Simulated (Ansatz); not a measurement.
# TiO2: a single-point run

Aim: a sound single-point run of TiO2. The structure is shown as the input types it.

Method: DFT, LDA, all-electron LAPW, scalar-relativistic; levels and slopes on a fine mesh, independent-particle optical spectra, in Ansatz 0.2.0.

### Step 1. The structure to begin with

Symmetry: P4_2/mnm, No. 136, tetragonal system. The conventional cell has a = 4.548 Å, b = 4.548 Å, c = 2.917 Å, α = 90.00°, β = 90.00°, γ = 90.00°. Ti (site symmetry mmm) has 6 O at 1.93 to 1.96 Å as nearest neighbours. O (site symmetry m2m) has 3 Ti at 1.93 to 1.96 Å as nearest neighbours.

Structure file:

```
Ti O
1.0
     4.54816    0.00000    0.00000
     0.00000    4.54816    0.00000
     0.00000    0.00000    2.91713
Ti O
2 4
Direct
  0.00000 0.00000 0.00000
  0.50000 0.50000 0.50000
  0.30397 0.30397 0.00000
  0.19603 0.80397 0.50000
  0.69603 0.69603 0.00000
  0.80397 0.19603 0.50000
```

### Step 2. The calculation

Contents of input.yaml:

```yaml
crystal:
  lattice:
    - [4.54816137237, 0.0, 0.0]
    - [0.0, 4.54816137237, 0.0]
    - [0.0, 0.0, 2.91712839111]
  atoms:
    - { symbol: Ti, position: [0.0, 0.0, 0.0] }
    - { symbol: Ti, position: [0.5, 0.5, 0.5] }
    - { symbol: O, position: [0.303966119656, 0.303966119656, 0.0] }
    - { symbol: O, position: [0.196033880344, 0.803966119656, 0.5] }
    - { symbol: O, position: [0.696033880344, 0.696033880344, 0.0] }
    - { symbol: O, position: [0.803966119656, 0.196033880344, 0.5] }
kpoints:
  mp_grid: { grid: [6, 6, 8] }
scf:
  occupations: { method: methfessel_paxton, width: 2.0 }
  max_iter: 100
hamiltonian:
  xc: lda
  pseudopotentials: { kind: all_electron, lapw: { basis_error: 0.001 } }
output:
  forces: true
  stress: true
  eigenvalues: true
  eigenstates:
    nscf_kmesh: { grid: [6, 6, 10] }
    de_dk: true
    e_range: [-9, 11.85818340325]
  optics:
    e_range: [0, 25]
    de: 0.2
    sigma: 0.15
    bands: { spectra_wanted_up_to: 25 }
    nscf_kmesh: { grid: [6, 6, 10] }
checkpoint:
  write: ck
  write_wavefunctions: false
```

On the command line:

```bash
ansatz run input.yaml --threads 2 --pin off --max-ram 6144MiB --backend cpu --events-out ev --progress --plain --runs-dir out
```

Log:

```text
LAPW: plane waves up to 10.493 Å⁻¹, error target 1.0e-3 eV per atom; small_component_spin mean_spin; O in spheres of 0.896 Å, 8 of its electrons in bands, Dirac shells []; Ti in spheres of 1.032 Å, 20 of its electrons in bands, Dirac shells [] (how accurate: hamiltonian.pseudopotentials.lapw.basis_error, Limitations)
band count auto-derived: 53 (N_el = 72.0; filled up to band 36; 44 by the electrons, moments and atoms)
Engine: ansatz 0.2.0
Pseudopotentials: kind: all_electron
Pseudopotential: Ti, LAPW, valence charge 20, lapw/all_electron/scalar/gaussian/Ti, Koelling and Harmon's equation, gaussian nucleus
Pseudopotential: O, LAPW, valence charge 8, lapw/all_electron/scalar/gaussian/O, Koelling and Harmon's equation, gaussian nucleus
Functional definition: SPW92
  exchange = slater_x
  correlation = pw_c
Crystal: 6 atoms, lattice volume = 60.343 Å³
Basis set: ecut = 419.4978717310283 eV, 1161 PW (Γ), exchange–correlation at level 2
Bands: 53, of which v1, the nominal top of the filled ones, is band 36 counted from 1 (35 counted from 0)
Symmetry: 16 space group operations
Space group: P42/mnm (ITA 136), of the structure as read, at distance tolerance 3.9e-5 Å
k-points: 50 of 288
Non-local potential: Ti, projectors of the file, none
Non-local potential: O, projectors of the file, none
Initial density: superposition of atomic densities (chi_scale 0.1, normalization cell, long waves kept (reshape's long-wave potential 0.00 eV rms))
Initial wavefunctions: plane waves of lowest kinetic energy (no species holds an atomic orbital)
Functional: x = slater, c = lda
iter 1 solved again at ethr=2.69e-2 eV; its pass at ethr=1.00e-1 eV (dr2=1.93e1 eV) is discarded
SCF iter   1: F=—  HF=-54531.013309 eV  |F-HF|=—  |Δ(HF+E_count)|=         —  Δρ=1.76e-1  dr2=1.93e1  ethr=2.69e-2  ⟨swp⟩=2.0  Hψ=16396  notcnv=0
preconditioner: auto → Resta (q_TF=auto, 2.810 Å⁻¹)  ε∞=2.8  [insulator: Δε(μ)=5.909 eV  Ē_g=23.456 eV  σ=2.000 eV  W_gap=1.06  n_scr=22 (ndim 8)  ℏωp=31.7 eV  f_vac=0.000  D(μ)=-0.25/eV (n_scr^D=0)  ε∞_Penn≈2.8]
SCF iter   2: F=—  HF=-54526.269611 eV  |F-HF|=—  |Δ(HF+E_count)|=    4.74e0  S|Δr|=    0.00e0  Δρ=1.64e-1  dr2=1.96e1  ethr=2.69e-2  ⟨swp⟩=2.9  Hψ=7212  notcnv=0
preconditioner: auto → Kerker (q_TF=auto, 2.810 Å⁻¹)  [metal: Δε(μ)=0.079 eV  Ē_g=13.846 eV  σ=2.000 eV  W_gap=0.03  n_scr=22 (ndim 8)  ℏωp=27.0 eV  f_vac=0.010 (ignored in choosing the arm: the first look at the density read no void)  D(μ)=3.52/eV (n_scr^D=38)]
SCF iter   3: F=—  HF=-54521.631455 eV  |F-HF|=—  |Δ(HF+E_count)|=    4.64e0  S|Δr|=    0.00e0  Δρ=6.23e-2  dr2=2.49e0  ethr=2.69e-2  ⟨swp⟩=2.0  Hψ=7191  notcnv=0
SCF iter   4: F=—  HF=-54521.109879 eV  |F-HF|=—  |Δ(HF+E_count)|=         —  Δρ=3.26e-2  dr2=6.52e-1  ethr=3.46e-3  ⟨swp⟩=2.0  Hψ=7763  notcnv=0
the basis was enlarged: its passes take 349.6 KiB over the memory plan, 2 of 2 planned eigensolver slots
SCF iter   5: F=—  HF=-54521.164820 eV  |F-HF|=—  |Δ(HF+E_count)|=   5.49e-2  S|Δr|=    0.00e0  Δρ=2.87e-2  dr2=6.18e-1  ethr=9.05e-4  ⟨swp⟩=2.3  Hψ=7788  notcnv=0  recentre
SCF iter   6: F=—  HF=-54521.001968 eV  |F-HF|=—  |Δ(HF+E_count)|=   1.63e-1  S|Δr|=    0.00e0  Δρ=1.26e-2  dr2=9.26e-2  ethr=8.58e-4  ⟨swp⟩=2.0  Hψ=7182  notcnv=0
SCF iter   7: F=—  HF=-54520.987601 eV  |F-HF|=—  |Δ(HF+E_count)|=   1.44e-2  S|Δr|=    0.00e0  Δρ=3.36e-3  dr2=1.02e-2  ethr=1.29e-4  ⟨swp⟩=2.0  Hψ=7768  notcnv=0
SCF iter   8: F=—  HF=-54520.986853 eV  |F-HF|=—  |Δ(HF+E_count)|=   7.48e-4  S|Δr|=    0.00e0  Δρ=3.51e-3  dr2=1.08e-2  ethr=1.41e-5  ⟨swp⟩=2.0  Hψ=7768  notcnv=0
SCF iter   9: F=—  HF=-54520.983871 eV  |F-HF|=—  |Δ(HF+E_count)|=   2.98e-3  S|Δr|=    0.00e0  Δρ=1.42e-3  dr2=1.73e-3  ethr=1.41e-5  ⟨swp⟩=2.0  Hψ=7767  notcnv=0
iter 10 solved again at ethr=1.06e-7 eV; its pass at ethr=2.40e-6 eV (dr2=7.61e-5 eV) is discarded
SCF iter  10: F=—  HF=-54520.983387 eV  |F-HF|=—  |Δ(HF+E_count)|=   4.84e-4  S|Δr|=    0.00e0  Δρ=2.91e-4  dr2=7.60e-5  ethr=1.06e-7  ⟨swp⟩=2.0  Hψ=13236  notcnv=0
SCF iter  11: F=—  HF=-54520.983366 eV  |F-HF|=—  |Δ(HF+E_count)|=   2.09e-5  S|Δr|=    0.00e0  Δρ=5.36e-5  dr2=2.04e-6  ethr=1.06e-7  ⟨swp⟩=2.0  Hψ=7768  notcnv=0
SCF iter  12: F=—  HF=-54520.983366 eV  |F-HF|=—  |Δ(HF+E_count)|=   2.58e-7  S|Δr|=    0.00e0  Δρ=2.15e-5  dr2=3.67e-7  ethr=2.84e-9  ⟨swp⟩=2.0  Hψ=7768  notcnv=0
SCF iter  13: F=—  HF=-54520.983366 eV  |F-HF|=—  |Δ(HF+E_count)|=   6.63e-8  S|Δr|=    0.00e0  Δρ=4.71e-6  dr2=1.57e-8  ethr=5.10e-10  ⟨swp⟩=2.0  Hψ=7768  notcnv=0
SCF iter  14: F=—  HF=-54520.983366 eV  |F-HF|=—  |Δ(HF+E_count)|=   3.78e-9  S|Δr|=    0.00e0  Δρ=2.06e-6  dr2=2.88e-9  ethr=2.19e-11  ⟨swp⟩=2.0  Hψ=7768  notcnv=0
SCF iter  15: F=—  HF=-54520.983366 eV  |F-HF|=—  |Δ(HF+E_count)|=   1.91e-9  S|Δr|=    0.00e0  Δρ=5.24e-7  dr2=1.91e-10  ethr=1.80e-11 (applied; sched 4.00e-12)  ⟨swp⟩=2.0  Hψ=7768  notcnv=0
SCF iter  16: F=—  HF=-54520.983366 eV  |F-HF|=—  |Δ(HF+E_count)|=  3.27e-10  S|Δr|=    0.00e0  Δρ=1.45e-7  dr2=1.75e-11  ethr=1.80e-11 (applied; sched 1.00e-12)  ⟨swp⟩=2.0  Hψ=7768  notcnv=0
SCF iter  17: F=-54520.983366 eV  HF=-54520.983366 eV  |F-HF|=4.37e-11  |Δ(HF+E_count)|=  1.82e-10  S|Δr|=    0.00e0  Δρ=3.61e-8  dr2=1.02e-12  ethr=1.80e-11 (applied; sched 1.00e-12)  ⟨swp⟩=2.0  Hψ=7768  notcnv=0
SCF 1 converged in 17 iterations: F = -54520.983366 eV  dr2 = 1.02e-12
NSCF: frozen V_eff on 60 k-points
the basis was enlarged: its passes take 7.2 MiB over the memory plan, 2 of 2 planned eigensolver slots
NSCF: frozen V_eff on 60 k-points
SCF converged after 17 iterations
Stability not checked: this state was not tested for a lower state beside it, because cold or Methfessel-Paxton smearing, or corrected tetrahedra, fill the levels in a way that the test cannot read (fill_not_monotonic; see scf.lower_state_search)
Free energy (F): -54520.983366 eV
Harris-Foulkes:  -54520.983366 eV  (|F-HF|=4.37e-11)
Internal energy: -54523.241376 eV  (E = F + TS)
E sigma→0 (E₀):  -54521.547869 eV
Entropy (-TS):   2.258011 eV (376.335 meV/atom)
Fermi energy:    10.245578 eV
Step filling:    the computed levels leave a gap of 1.7349 eV = 0.9 smearing widths at the electron count; against every level under it full and every level over it empty, smearing changes F+E_penalty+E_count by +923.757 meV and its σ→0 estimate by +359.254 meV
--- Per-component energies (eV) ---
  E_band       = -11522.884332
  E_kinetic    = 54913.159210
  E_xc         = -3075.606000
  E_electrostatic = -106360.794586  (all electrons and nuclei)
  E_smearing   = 2.258011  (= −TS)
  E_closure    = 0.000000  (closes the sum)
  E_atoms      = -54464.972173  (free atoms, spherical and without spin; not in F)
  Σ components = -54520.983366   (vs F -54520.983366, Δ=0.00e0)
  Basis errors (estimates in eV, not in F): energy 3.9e-4 per atom: plane waves 3.6e-4 (2.2e-4 summed), levels above the bands 1.2e-30, relativity 1.1e-8, radial functions 3.1e-5, core shells 7.1e-13; eigenvalues (radial functions only) 3.8e-5; not estimated: angular momenta, meshes, grids; target (lapw.basis_error) 1.0e-3; muffin-tin radii O 0.896 Å, Ti 1.032 Å
--- Forces (eV/Å), atoms counted from 1 ---
  atom   1  Ti     0.00000000    -0.00000000     0.00000000
  atom   2  Ti     0.00000000     0.00000000     0.00000000
  atom   3  O     -0.00794950    -0.00794950     0.00000000
  atom   4  O      0.00794950    -0.00794950     0.00000000
  atom   5  O      0.00794950     0.00794950     0.00000000
  atom   6  O     -0.00794950     0.00794950     0.00000000
  max |Σ_I F_I| component: 0.00e0 eV/Å
--- Stress (GPa, compression-positive) ---
       -2.855183       0.000000       0.000000
        0.000000      -2.855183       0.000000
        0.000000       0.000000      -5.498904
  P = ⅓ Tr σ = -3.7364 GPa (-37.364 kbar)
--- Band table (eV; the first three rows and the last of 50) ---
  k-point 0: bands = ["-520.3995", "-520.3995", "-490.9179", "-490.9179", "-490.9179", "-490.9179", "-428.8107", "-428.8107", "-428.7935", "-428.7935", "-428.7903", "-428.7903", "-46.7492", "-46.7276", "-23.4068", "-23.4068", "-23.2162", "-23.2162", "-23.1955", "-23.1551", "-8.5324", "-7.2586", "-6.4063", "-6.4063", "3.5549", "3.9456", "4.2741", "5.5963", "5.5963", "6.9053", "6.9053", "7.5717", "8.8960", "9.1033", "9.1033", "9.5646", "11.2995", "11.5881", "11.8904", "11.9811", "11.9811", "14.1473", "14.2495", "16.3845", "16.3845", "17.4590", "17.5145", "21.1767", "21.1767", "23.9962", "25.2337", "26.0916", "28.0493"]
  k-point 1: bands = ["-520.3995", "-520.3995", "-490.9179", "-490.9179", "-490.9179", "-490.9179", "-428.8107", "-428.8107", "-428.7935", "-428.7935", "-428.7903", "-428.7903", "-46.7409", "-46.7209", "-23.3867", "-23.3867", "-23.2746", "-23.2385", "-23.2121", "-23.2121", "-8.3515", "-7.1522", "-6.4960", "-6.4960", "3.7967", "4.1323", "4.4633", "5.4047", "5.4047", "7.0745", "7.2418", "7.2418", "8.2186", "8.7672", "8.7672", "9.4820", "11.7155", "11.7559", "11.7794", "12.2042", "12.2042", "14.1153", "14.3864", "16.1485", "16.1485", "17.2110", "17.9933", "21.8238", "21.8238", "24.0328", "25.0335", "26.3073", "27.9773"]
  k-point 2: bands = ["-520.3995", "-520.3995", "-490.9179", "-490.9179", "-490.9179", "-490.9179", "-428.8107", "-428.8107", "-428.7935", "-428.7935", "-428.7903", "-428.7903", "-46.7206", "-46.7052", "-23.4610", "-23.4355", "-23.3360", "-23.3360", "-23.2040", "-23.2040", "-7.8839", "-6.9200", "-6.7114", "-6.7114", "4.4093", "4.5843", "5.0169", "5.2606", "5.2606", "6.1227", "7.0228", "7.7326", "7.7326", "8.0015", "8.0015", "9.0545", "11.7011", "12.0356", "12.3664", "12.6788", "12.6788", "13.7321", "14.8558", "15.8467", "15.8467", "16.5223", "19.1763", "23.2127", "23.2127", "24.1698", "24.3315", "26.7062", "26.8505"]
  k-point 49: bands = ["-520.3995", "-520.3995", "-490.9179", "-490.9179", "-490.9179", "-490.9179", "-428.8107", "-428.8107", "-428.7935", "-428.7935", "-428.7903", "-428.7903", "-46.6871", "-46.6871", "-23.7082", "-23.7082", "-23.2508", "-23.2508", "-23.2100", "-23.2100", "-7.1192", "-7.1192", "-6.7603", "-6.7603", "4.5550", "4.5550", "4.8365", "4.8365", "5.8970", "5.8970", "6.7322", "6.7322", "8.1744", "8.1744", "8.8965", "8.8965", "12.1053", "12.1053", "12.7253", "12.7253", "12.7828", "12.7828", "15.7071", "15.7071", "15.8411", "15.8411", "21.0201", "21.0201", "23.8051", "23.8051", "24.2893", "24.2893", "27.0023"]
--- Fermi surface from the table of eigenstates not read: on its mesh, or on one of the eight of every second point, the electrons fill whole bands (an insulator's do; a metal wants a denser output.eigenstates.nscf_kmesh) ---
```

Wall time 3.9 min (2 threads of Arm Neoverse V2, shared host); peak memory 0.84 GiB.

### Step 3. Checking the result

The run converged and reported no error, with warnings (optics on partly filled bands). That alone doesn't make the input a sound one.

Look at the input: scf.occupations.method is methfessel_paxton; scf.occupations.width is 2.0. The width is far wider than usual, so occupations near the Fermi level are blurred and the entropy term grows.

The test: delete scf.occupations.width (the default then holds) and set scf.occupations.method to fixed.

### Step 4. A check with that setting changed

Other changes include scf.max_iter.

Edit input.yaml of step 2 so:

```diff
@@ -15,4 +15,3 @@
 scf:
-  occupations: { method: methfessel_paxton, width: 2.0 }
-  max_iter: 100
+  occupations: { method: fixed }
 hamiltonian:
```

On the command line:

```bash
ansatz run input.yaml --threads 2 --pin off --max-ram 6144MiB --backend cpu --events-out ev --progress --plain --runs-dir out
```

From the output:

```text
[...]
Basis set: ecut = 419.4978717310283 eV, 1161 PW (Γ), exchange–correlation at level 2
[...]
k-points: 50 of 288
[...]
SCF iter   1: F=—  HF=-54531.107614 eV  |F-HF|=—  |Δ(HF+E_count)|=         —  Δρ=1.73e-1  dr2=1.86e1  ethr=2.58e-2  ⟨swp⟩=2.0  Hψ=14408  notcnv=0
preconditioner: auto → Resta (q_TF=auto, 2.810 Å⁻¹)  ε∞=3.6  [insulator: Δε(μ)=5.909 eV  Ē_g=19.655 eV  n_scr=22 (ndim 8)  ℏωp=31.7 eV  f_vac=0.000  ε∞_Penn≈3.6]
SCF iter   2: F=—  HF=-54525.513584 eV  |F-HF|=—  |Δ(HF+E_count)|=    5.59e0  Δρ=1.14e-1  dr2=9.10e0  ethr=2.58e-2  ⟨swp⟩=3.0  Hψ=7033  notcnv=0
[...]
SCF iter  12: F=—  HF=-54521.895355 eV  |F-HF|=—  |Δ(HF+E_count)|=  2.76e-10  Δρ=1.54e-7  dr2=1.07e-11  ethr=1.65e-11 (applied; sched 1.18e-12)  ⟨swp⟩=2.0  Hψ=7150  notcnv=0
SCF iter  13: F=-54521.895355 eV  HF=-54521.895355 eV  |F-HF|=2.91e-11  |Δ(HF+E_count)|=  3.64e-11  Δρ=2.74e-8  dr2=3.99e-13  ethr=1.65e-11 (applied; sched 1.00e-12)  ⟨swp⟩=2.0  Hψ=7150  notcnv=0
[...]
SCF converged after 13 iterations
Free energy (F): -54521.895355 eV
[...]
E sigma→0 (E₀):  -54521.895355 eV
Fermi energy:    9.560630 eV
[...]
  P = ⅓ Tr σ = 0.2301 GPa (2.301 kbar)
[...]
```

Wall time 2 min (2 threads of Arm Neoverse V2, shared host); peak memory 0.89 GiB.

| run | ending | energy change | pressure (GPa) | gap (eV) | force (eV/Å) | cycles | time |
| --- | --- | --- | --- | --- | --- | --- | --- |
| first try | converged | +57.9 meV/atom (σ→0) | -3.7 | 1.73 | 0.01 | 17 | 3.9 min |
| second try | converged | 0 | 0.2 | 1.85 | 0.01 | - | 2 min |

### Step 5. What came out

| quantity | value |
| --- | --- |
| first try | converged, 17 SCF cycles |
| fault in the input | smearing far too wide |
| second try | converged, 13 SCF cycles |
| total energy | -54521.8954 eV |
| pressure | 0.23 GPa |
| gap on the mesh | 1.85 eV |
| largest force | 0.006 eV/Å |

In words: Both runs converge, but the first lies +57.9 meV/atom from the second (σ→0 energies, a poor extrapolation at such a width); on mending, the pressure goes from -3.7 to 0.2 GPa, the gap on the mesh goes from 1.73 to 1.85 eV. The second, on usual settings, is the one to trust of the two, though its own convergence isn't tested here. The largest force in the second run is 0.006 eV/Å, so the atoms are close to their relaxed places.

These are semilocal Kohn-Sham gaps, which aren't the measured quantity. Such gaps usually fall short of the measured ones.
